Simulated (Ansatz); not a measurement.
# CoSi: the cost of one run

Computed with Ansatz 0.2.0, Gaussian basis. Level: def2-TZVPP, core rule «outside noble gas», up to 14 orbitals frozen.

To be run: UHF; ROHF; CCSD(T) on UHF.

### Step 1. What is computed

The geometry is a PBE0/def2-TZVP stationary point (not a proven minimum) of the parent state, kept for this charge and spin.

2 atoms, charge 1, spin multiplicity 5.

Atoms are counted from 1 here; the program's logs count them from 0.

Bond lengths: Co1–Si2 2.231 Å.

As a file:

```tsv
atom	x (Å)	y (Å)	z (Å)
Co1	0.0000	0.0000	0.0000
Si2	0.0000	0.0000	2.2306
```

### Step 2. UHF

in.yaml reads:

```yaml
crystal:
  periodic: [false, false, false]
  atoms:
    - {symbol: Co, position_ang: [0.000000, 0.000000, 0.000000]}
    - {symbol: Si, position_ang: [0.000000, 0.000000, 2.230600]}
basis:
  gaussian: {orbitals: def2-TZVPP}
total_charge: 1
magnetization: {spin_polarized: true, initial_magnetization: 4}
hamiltonian: {xc: hf}
output: {orbitals: {seedname: orbitals}}
```

Run with:

```bash
$ ansatz run in.yaml --threads 1 --pin off --events-out ev --progress --plain --max-ram 4096MiB --backend cpu
```

What time and memory should one allow on 1 thread of AMD EPYC 7R13, shared host?

About 47 s, with a peak of 0.33 GiB.
